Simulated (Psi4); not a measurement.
**CH2F3Si (SMILES [CH2][Si](F)(F)F): UM06-L/def2-SVP**

Aim: the energy change on altering one bond length of CH2F3Si at UM06-L/def2-SVP, from 2 runs. Input form: a Python script.

The calculation is run with Psi4 1.11.

## 1. The molecule

The species is CH2F3Si (7 atoms), meant as a doublet with charge 0. As SMILES, `[CH2][Si](F)(F)F`. The coordinates come from a PBE0-D4/def2-TZVP relaxation.

Bond lengths: C1–Si2 1.812 Å, Si2–F3 1.577 Å, Si2–F4 1.578 Å, Si2–F5 1.577 Å, C1–H6 1.084 Å, C1–H7 1.084 Å. Angles: C1–Si2–F3 111.1°, C1–Si2–F4 112.7°, C1–Si2–F5 111.2°, F3–Si2–F4 106.8°, F3–Si2–F5 108.2°, F4–Si2–F5 106.7°, Si2–C1–H6 122.2°, Si2–C1–H7 122.2°, H6–C1–H7 115.6°.

## 2. The energy at UM06-L/def2-SVP

File ch2f3si.xyz:

```xyz
7
CH2F3Si
C     -0.691800     0.401700     0.763500
Si     0.442900    -0.260900    -0.483500
F      0.009400     0.178500    -1.934200
F      0.495400    -1.838000    -0.481100
F      1.916900     0.241300    -0.236600
H     -1.731100     0.616200     0.542200
H     -0.380400     0.593100     1.784100
```

File run.py:

```python
import psi4

psi4.set_memory(1600000000)
psi4.set_num_threads(1)
psi4.set_output_file('output.dat', False)

with open('ch2f3si.xyz') as f:
    atoms = ''.join(f.readlines()[2:])
geom = psi4.geometry('0 2\n' + atoms + 'symmetry c1')

psi4.set_options({
    'basis': 'def2-SVP',
    'reference': 'uks',
    'puream': True,
    'e_convergence': 1e-09,
    'd_convergence': 1e-08,
    'scf_type': 'pk',
    'dft_radial_points': 99,
    'dft_spherical_points': 590,
    'maxiter': 100,
})

result, w = psi4.energy('m06-l', molecule=geom, return_wfn=True)
psi4.oeprop(w, 'LOWDIN_CHARGES', 'QUADRUPOLE', 'WIBERG_LOWDIN_INDICES', title='M06-L')
print('E =', round(result, 9))
for k, v in sorted(psi4.core.scalar_variables().items()):
    print(f'{k:45s} {v:18.10f}')
```

Command:

```sh
$ python run.py
```

output.dat:

```text
[...]
  Running in c1 symmetry.
[...]
  Nuclear repulsion =  252.903389313826551
[...]
  Multiplicity = 2
[...]
  Nalpha       = 25
  Nbeta        = 24
[...]
    Number of basis functions: 84
[...]
   @UKS iter   1:  -627.86374029014928   -3.93789e-01   8.35592e-03 ADIIS/DIIS
[...]
   @UKS iter  13:  -628.06000232009444   -1.25056e-12   8.96706e-09 DIIS
[...]
   @S^2 Observed:                7.559875272E-01
[...]
    Orbital Energies [Eh]
    ---------------------
    Alpha Occupied:
       1A    -65.928684     2A    -24.509982     3A    -24.509880
       4A    -24.508866     5A    -10.103539     6A     -5.355312
       7A     -3.667954     8A     -3.667655     9A     -3.663448
      10A     -1.188266    11A     -1.162315    12A     -1.161050
      13A     -0.688241    14A     -0.536839    15A     -0.473355
      16A     -0.470705    17A     -0.450196    18A     -0.426544
      19A     -0.416241    20A     -0.415423    21A     -0.393980
      22A     -0.388223    23A     -0.376837    24A     -0.361016
      25A     -0.256643
    Alpha Virtual:
[...]
  @UKS Final Energy:  -628.06000232009444
   => Energetics <=
    Nuclear Repulsion Energy =            252.9033893138265512
    One-Electron Energy =               -1374.6430036018864485
    Two-Electron Energy =                 552.3046187322680680
    DFT Exchange-Correlation Energy =     -58.6250067643027464
    Empirical Dispersion Energy =           0.0000000000000000
    VV10 Nonlocal Energy =                  0.0000000000000000
    Total Energy =                       -628.0600023200944406
[...]
 Multipole Moments:
 ------------------------------------------------------------------------------------
     Multipole            Electronic (a.u.)      Nuclear  (a.u.)        Total (a.u.)
 ------------------------------------------------------------------------------------
 L = 1.  Multiply by 2.5417464519 to convert [e a0] to [Debye]
 Dipole X            :          3.2289605           -3.8020410           -0.5730805
 Dipole Y            :         -1.8749660            2.1999371            0.3249711
 Dipole Z            :         -3.5477802            4.1778927            0.6301125
 Magnitude           :                                                    0.9116300
 L = 2.  Multiply by 1.3450342976 to convert [e a0^2] to [Debye ang]
 Quadrupole XX       :       -147.3105267          123.1379754          -24.1725513
 Quadrupole XY       :          9.6564501          -10.5922530           -0.9358029
[...]
```

The script printed:

```text
E = -628.06000232
CURRENT ENERGY                                   -628.0600023201
CURRENT REFERENCE ENERGY                         -628.0600023201
DD SOLVATION ENERGY                                 0.0000000000
DFT FUNCTIONAL TOTAL ENERGY                      -628.0600023201
DFT TOTAL ENERGY                                 -628.0600023201
DFT VV10 ENERGY                                     0.0000000000
DFT XC ENERGY                                     -58.6250067643
GRID ELECTRONS ALPHA                               25.0000008087
GRID ELECTRONS BETA                                24.0000008216
GRID ELECTRONS TOTAL                               49.0000016304
NUCLEAR REPULSION ENERGY                          252.9033893138
ONE-ELECTRON ENERGY                             -1374.6430036019
PCM POLARIZATION ENERGY                             0.0000000000
PE ENERGY                                           0.0000000000
SCF ITERATION ENERGY                             -628.0600023201
SCF ITERATIONS                                     13.0000000000
SCF TOTAL ENERGY                                 -628.0600023201
TWO-ELECTRON ENERGY                               552.3046187323
XC GRID RADIAL POINTS                              99.0000000000
XC GRID SPHERICAL POINTS                          590.0000000000
XC GRID TOTAL POINTS                           390395.0000000000
```

Run time: 36 s. Hardware: 1 thread of Intel Xeon Platinum 8559C (Emerald Rapids), shared host; peak memory 0.9 GiB.

## 3. The distorted shape: energy and forces at UM06-L/def2-SVP

File ch2f3si.xyz:

```xyz
7
CH2F3Si
C     -0.785219     0.344281     0.457323
Si     0.349481    -0.318319    -0.789677
F     -0.084019     0.121081    -2.240377
F      0.401981    -1.895419    -0.787277
F      1.823481     0.183881    -0.542777
H     -1.824519     0.558781     0.236023
H     -0.380400     0.593100     1.784100
```

File run.py:

```python
import psi4

psi4.set_memory('1600 MB')
psi4.set_num_threads(1)
psi4.core.set_output_file('ch2f3si.out', False)

with open('ch2f3si.xyz') as f:
    atoms = ''.join(f.readlines()[2:])
m = psi4.geometry('0 2\n' + atoms + 'symmetry c1\nno_reorient\nno_com')

options = {'basis': 'def2-SVP', 'reference': 'uks', 'puream': True, 'e_convergence': 1e-09, 'd_convergence': 1e-08, 'scf_type': 'pk', 'dft_radial_points': 99, 'dft_spherical_points': 590, 'maxiter': 100}
psi4.set_options(options)

e, wfn = psi4.gradient("m06-l", return_wfn=True)
psi4.oeprop(wfn, "QUADRUPOLE", "DIPOLE", "MULLIKEN_CHARGES")
print('gradient / Eh bohr^-1')
print(e.np.round(6))
print(f'energy = {wfn.energy():.10f} Eh')
```

Command:

```sh
$ python run.py
```

ch2f3si.out, shortened:

```text
[...]
  Running in c1 symmetry.
[...]
  Nuclear repulsion =  251.663441561091958
[...]
  Multiplicity = 2
[...]
  Nalpha       = 25
  Nbeta        = 24
[...]
    Number of basis functions: 84
[...]
   @UKS iter   1:  -627.81941328466735   -4.31289e-01   8.37397e-03 ADIIS/DIIS
[...]
   @UKS iter  14:  -628.02270212753092   -2.95586e-12   7.39787e-09 DIIS
[...]
   @S^2 Observed:                7.592087634E-01
[...]
  @UKS Final Energy:  -628.02270212753092
   => Energetics <=
    Nuclear Repulsion Energy =            251.6634415610919575
    One-Electron Energy =               -1372.1795683675686632
    Two-Electron Energy =                 551.0242070957085616
    DFT Exchange-Correlation Energy =     -58.5307824167627686
    Empirical Dispersion Energy =           0.0000000000000000
    VV10 Nonlocal Energy =                  0.0000000000000000
    Total Energy =                       -628.0227021275309198
[...]
  -Total Gradient:
     Atom            X                  Y                   Z
    ------   -----------------  -----------------  -----------------
       1       -0.032398017141    -0.014269393247    -0.083901374240
       2        0.009938626654    -0.007621779044    -0.018105574046
       3        0.006530851004    -0.006031636952     0.019145977700
       4       -0.000370778248     0.021104504027     0.000151980890
       5       -0.019561320865    -0.006530810736    -0.003000245254
       6        0.008371496178    -0.003171154851    -0.003613492616
       7        0.027851434202     0.016634179460     0.088963502132
[...]
 Multipole Moments:
 ------------------------------------------------------------------------------------
     Multipole            Electronic (a.u.)      Nuclear  (a.u.)        Total (a.u.)
 ------------------------------------------------------------------------------------
[...]
  Mulliken Charges: (a.u.)
   Center  Symbol    Alpha    Beta     Spin     Total
       1     C     3.79191  2.68841  1.10350 -0.48032
       2    SI     6.37327  6.36948  0.00379  1.25725
       3     F     4.67903  4.67459  0.00443 -0.35362
       4     F     4.68272  4.66991  0.01281 -0.35263
       5     F     4.67994  4.67492  0.00502 -0.35485
       6     H     0.40863  0.45868 -0.05005  0.13269
       7     H     0.38451  0.46400 -0.07949  0.15149
   Total alpha = 25.00000, Total beta = 24.00000, Total charge =  0.00000
```

The script printed:

```text
gradient / Eh bohr^-1
[[-0.032398 -0.014269 -0.083901]
 [ 0.009939 -0.007622 -0.018106]
 [ 0.006531 -0.006032  0.019146]
 [-0.000371  0.021105  0.000152]
 [-0.019561 -0.006531 -0.003   ]
 [ 0.008371 -0.003171 -0.003613]
 [ 0.027851  0.016634  0.088964]]
energy = -628.0227021275 Eh
```

Run time: 36 s. Hardware: 1 thread of Intel Xeon Platinum 8559C (Emerald Rapids), shared host; peak memory 0.9 GiB.

## 4. Summary of results

Level: UM06-L/def2-SVP.

| quantity | value |
| --- | --- |
| first shape: total energy | -628.06000 Eh |
| first shape: dipole moment | 2.32 D |
| first shape: HOMO energy (highest over α and β) | -6.98 eV |
| first shape: LUMO energy (lowest over α and β) | -3.71 eV |
| first shape: ⟨S²⟩ | 0.756 |
| distorted shape: total energy | -628.02270 Eh |
| distorted shape: dipole moment | 2.28 D |
| distorted shape: HOMO energy (highest over α and β) | -6.97 eV |
| distorted shape: LUMO energy (lowest over α and β) | -3.68 eV |
| distorted shape: ⟨S²⟩ | 0.759 |
| distorted shape: largest force on an atom | 4.869 eV/Å |
| energy change with the C1–H7 bond stretched from 1.084 to 1.409 Å | 1.015 eV |

What this shows: With the C1–H7 bond stretched from 1.084 to 1.409 Å the energy rises by 1.01 eV (23 kcal/mol). The first shape isn't relaxed at this level, so the change isn't measured from a minimum. Mulliken charges (distorted shape) run from -0.48 on C1 to +1.26 on Si2.
